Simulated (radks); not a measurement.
**Excited configurations of Pt²⁺**

One table from this session's results is given with a row withheld; the runs are named, their logs left out.

Program: radks (a radial shooting solver on a logarithmic mesh, Libxc functionals) version 1. Level of theory: scalar-relativistic Kohn-Sham, PBE, spin-polarised, spherical densities, finite nucleus; open shells are filled with parallel spins first. These are calculated values, not measurements, unless marked.

1 further run of the same task is left out (it didn't finish).

## The atom as given

- element: platinum (Z = 78)
- charge: +2
- electrons: 76
- configuration: [Xe] 4f14 5d8
- nuclear rms radius: 5.427 fm

Outer shells as boxes (Hund's rule):

Pt²⁺
```
[Xe] core
4f [↑↓][↑↓][↑↓][↑↓][↑↓][↑↓][↑↓]
5d [↑↓][↑↓][↑↓][↑ ][↑ ]
```

The first run:

Input:

```text
Z 78
configuration [Xe] 4f14 5d8
relativity scalar-relativistic
functional pbe,pbe
spin polarised
nucleus finite rms 5.427 fm
c 137.035999084
```

Steps of the session up to this table: Ground configuration: [Xe] 4f14 5d8.

One table of the session follows, with a row left open; its other results are not shown here.

It belongs to the step «Ground configuration: [Xe] 4f14 5d8». From the orbitals of this run (lengths in bohr):

```
  level     <r>  outermost maximum (interpolated)  90 % within  nodes
  5s up  0.9528                             0.870         1.36      4
5s down       ?                                 ?            ?      ?
  4f up  0.5165                             0.385        0.834      0
4f down  0.5155                             0.385        0.832      0
  5p up   1.101                             0.978         1.60      3
5p down   1.098                             0.976         1.60      3
  5d up   1.552                              1.25         2.38      2
5d down   1.563                              1.24         2.41      2
```

**Question.** Estimate the row for 5s down.

The run gave: <r>: 0.9505; outermost maximum (interpolated): 0.868; 90 % within: 1.36; nodes: 4. In the column «<r>» it lies between 4f up (0.5165) and 5s up (0.9528).

Caveats from the session: Open shells are spherical and high-spin; term and fine-structure splittings are not resolved.
